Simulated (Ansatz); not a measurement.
# CH6Cl2O2Si2: a ladder of functionals and wavefunction methods

Aim: compute CH6Cl2O2Si2 with functionals from several rungs and with coupled cluster. The yardstick is the atomisation energy at the CCSD(T) limit.

Method: functionals in def2-TZVPP, the program's frozen cores in correlated methods; program: Ansatz 0.2.0, Gaussian basis.

Levels to be run: PBE-D4, r2SCAN-D4, PBE0-D4, B3LYP-D4, ωB97X-V, ωB97M-V, B2PLYP; CCSD(T)/def2-TZVPP; MP2/def2-QZVPP; extrapolation to the limit.

### 1 The geometry

An earlier PBE0-D4 in a triple-zeta def2 set relaxation fixed the geometry.

SMILES `O[Si](O)(Cl)C[SiH2]Cl`, 13 atoms, charge 0, spin multiplicity 1.

Atoms are counted from 1 here; the program's logs count them from 0.

Bond lengths: O1–Si2 1.626 Å, O1–H8 0.959 Å, Si2–O3 1.633 Å, Si2–Cl4 2.060 Å, Si2–C5 1.853 Å, O3–H9 0.960 Å, C5–Si6 1.859 Å, C5–H10 1.097 Å, C5–H11 1.093 Å, Si6–Cl7 2.070 Å, Si6–H12 1.482 Å, Si6–H13 1.481 Å. Angles: Si2–O1–H8 117.8°, O1–Si2–O3 107.9°, O1–Si2–Cl4 110.8°, O1–Si2–C5 107.3°, O3–Si2–Cl4 108.1°, O3–Si2–C5 114.0°, Cl4–Si2–C5 108.8°, Si2–O3–H9 117.1°, Si2–C5–Si6 115.2°, Si2–C5–H10 107.6°, Si2–C5–H11 109.3°, Si6–C5–H10 107.3°, Si6–C5–H11 109.7°, H10–C5–H11 107.5°, C5–Si6–Cl7 109.9°, C5–Si6–H12 111.9°, C5–Si6–H13 111.1°, Cl7–Si6–H12 106.5° and more.

### 2 PBE-D4 (GGA)

File in.yaml:

```yaml
crystal:
  periodic: [false, false, false]
  atoms:
    - {symbol: O, position_ang: [-0.679777, 2.470442, 0.133300]}
    - {symbol: Si, position_ang: [-0.114854, 1.023903, 0.613900]}
    - {symbol: O, position_ang: [-1.326408, 0.242731, 1.380786]}
    - {symbol: Cl, position_ang: [1.441577, 1.251269, 1.944502]}
    - {symbol: C, position_ang: [0.510420, 0.146609, -0.894125]}
    - {symbol: Si, position_ang: [0.215273, -1.688543, -0.921783]}
    - {symbol: Cl, position_ang: [0.711873, -2.511171, 0.912117]}
    - {symbol: H, position_ang: [-1.085991, 3.034108, 0.794518]}
    - {symbol: H, position_ang: [-1.089277, -0.527348, 1.903441]}
    - {symbol: H, position_ang: [-0.005520, 0.572230, -1.763471]}
    - {symbol: H, position_ang: [1.577795, 0.350646, -1.013355]}
    - {symbol: H, position_ang: [1.058611, -2.369442, -1.931849]}
    - {symbol: H, position_ang: [-1.213732, -1.995436, -1.157991]}
basis:
  gaussian: {orbitals: def2-TZVPP}
hamiltonian: {xc: pbe, dispersion: d4}
output: {forces: true, orbitals: {seedname: orbitals}}
```

Started as:

```
$ ansatz run in.yaml --threads 2 --pin off --events-out ev --progress --plain --max-ram 22528MiB --backend cuda --devices 0, --max-vram 18GiB
```

Further steps of the session: r2SCAN-D4 (meta-GGA); PBE0-D4 (hybrid); B3LYP-D4 (hybrid); ωB97X-V (range-separated); ωB97M-V (range-separated); B2PLYP (double hybrid); CCSD(T) in def2-TZVPP; MP2 in def2-QZVPP.

Q: Predict the results of all the runs planned. Wanted: atomisation energy, CCSD(T)/CBS; farthest; mean size of error, hybrid; mean size of error, range-separated; gap, smallest and largest; T1 diagnostic; triples share of the correlation energy.

As calculated:

| quantity | value |
| --- | --- |
| atomisation energy, CCSD(T)/CBS | 4884.9 kJ/mol |
| functionals within 24.4 kJ/mol (0.5 %) | PBE-D4, r2SCAN-D4, ωB97X-V, ωB97M-V |
| farthest | B2PLYP (-101.4 kJ/mol) |
| mean size of error, hybrid | 54.2 kJ/mol |
| mean size of error, range-separated | 2.9 kJ/mol |
| gap, smallest and largest | 6.74 eV (PBE-D4), 13.42 eV (ωB97X-V) |
| T1 diagnostic | 0.0104 |
| triples share of the correlation energy | 3.8 % |

PBE-D4 misses by +20.5 kJ/mol. Double hybrids carry the basis error of their MP2 part in triple zeta, and no dispersion term here, so their miss is partly the set-up's. The reference freezes the cores and leaves out relativity and excitations past (T), so misses under about 24.4 kJ/mol can't be ranked. Hartree-Fock recovers 73 % of the binding; the rest is correlation. The gap grows from 6.7 to 13.4 eV across the functionals, mostly with the share of exact exchange.
